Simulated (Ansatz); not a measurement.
# B2H2F2: vertical ionisation energy

Aim: the vertical ionisation energy of B2H2F2, as cation minus neutral at the neutral's geometry, on several levels, and how well −ε(HOMO) stands in for it.

Computed with Ansatz 0.2.0, Gaussian basis. Level: unrestricted cation, the program's frozen cores in correlated methods.

The runs, in order: UKS PBE-D4/def2-TZVPP; UKS r2SCAN-D4/def2-TZVPP; UKS PBE0-D4/def2-TZVPP; UKS B3LYP-D4/def2-TZVPP; UKS wB97X-V/def2-TZVPP; UKS wB97M-V/def2-TZVPP; UKS B2PLYP/def2-TZVPP; UHF-CCSD(T)/def2-TZVPP; UHF-MP2/def2-QZVPP; extrapolation to the limit; then −ε(HOMO) from the neutral's earlier runs with LDA (SPW92), PBE-D4, revPBE-D4, BLYP-D4, r2SCAN-D4, B97M-V, PBE0-D4, B3LYP-D4, r2SCANh-D4, r2SCAN0-D4, HSE06-D4, BHLYP-D4, CAM-B3LYP-D4, LC-ωPBE, ωB97X-V, ωB97M-V.

### 1 The geometry

All runs share one geometry, relaxed beforehand with PBE0-D4 in a triple-zeta def2 set.

SMILES `FBBF`, 6 atoms, charge 0, spin multiplicity 1.

Atoms are counted from 1 here; the program's logs count them from 0.

Bond lengths: F1–B2 1.326 Å, B2–B3 1.713 Å, B2–H5 1.205 Å, B3–F4 1.326 Å, B3–H6 1.205 Å. Angles: F1–B2–B3 120.4°, F1–B2–H5 115.8°, B3–B2–H5 123.7°, B2–B3–F4 120.4°, B2–B3–H6 123.7°, F4–B3–H6 115.8°.

### 2 Cation, UKS PBE-D4/def2-TZVPP

Contents of in.yaml:

```yaml
crystal:
  periodic: [false, false, false]
  atoms:
    - {symbol: F, position_ang: [-0.955023, 0.783346, -1.439964]}
    - {symbol: B, position_ang: [-0.181318, 0.745228, -0.364026]}
    - {symbol: B, position_ang: [0.185410, -0.748878, 0.388530]}
    - {symbol: F, position_ang: [1.301657, -1.397157, 0.086142]}
    - {symbol: H, position_ang: [0.196236, 1.812925, 0.048714]}
    - {symbol: H, position_ang: [-0.504962, -1.259363, 1.234504]}
basis:
  gaussian: {orbitals: def2-TZVPP}
total_charge: 1
magnetization: {spin_polarized: true, initial_magnetization: 1}
hamiltonian: {xc: pbe, dispersion: d4}
```

On the command line:

```console
ansatz run in.yaml --threads 2 --pin off --events-out ev --progress --plain --max-ram 4352MiB
```

The runs that follow: Cation, UKS r2SCAN-D4/def2-TZVPP; Cation, UKS PBE0-D4/def2-TZVPP; Cation, UKS B3LYP-D4/def2-TZVPP; Cation, UKS wB97X-V/def2-TZVPP; Cation, UKS wB97M-V/def2-TZVPP; Cation, UKS B2PLYP (frozen core)/def2-TZVPP; Cation, UHF-CCSD(T)/def2-TZVPP; Cation, UHF-MP2/def2-QZVPP.

**Question.** What will the summary of the whole plan be? Wanted: ionisation energy, CCSD(T)/CBS; nearest functional by difference; nearest −ε(HOMO); −ε(HOMO) of PBE; T1 of the cation.

As calculated:

| quantity | value |
| --- | --- |
| ionisation energy, CCSD(T)/CBS | 11.21 eV |
| nearest functional by difference | ωB97X-V (-0.28 eV) |
| nearest −ε(HOMO) | LC-ωPBE (-0.26 eV) |
| −ε(HOMO) of PBE | 6.65 eV |
| T1 of the cation | 0.025 |

**Reading.** By cation minus neutral, the functionals miss by 0.89 eV at most. The PBE orbital energy is 4.6 eV too small: a semilocal HOMO is no ionisation energy. Among orbital estimates LC-ωPBE comes nearest. Hartree-Fock falls 0.49 eV short, as the neutral has more correlation energy than the cation.
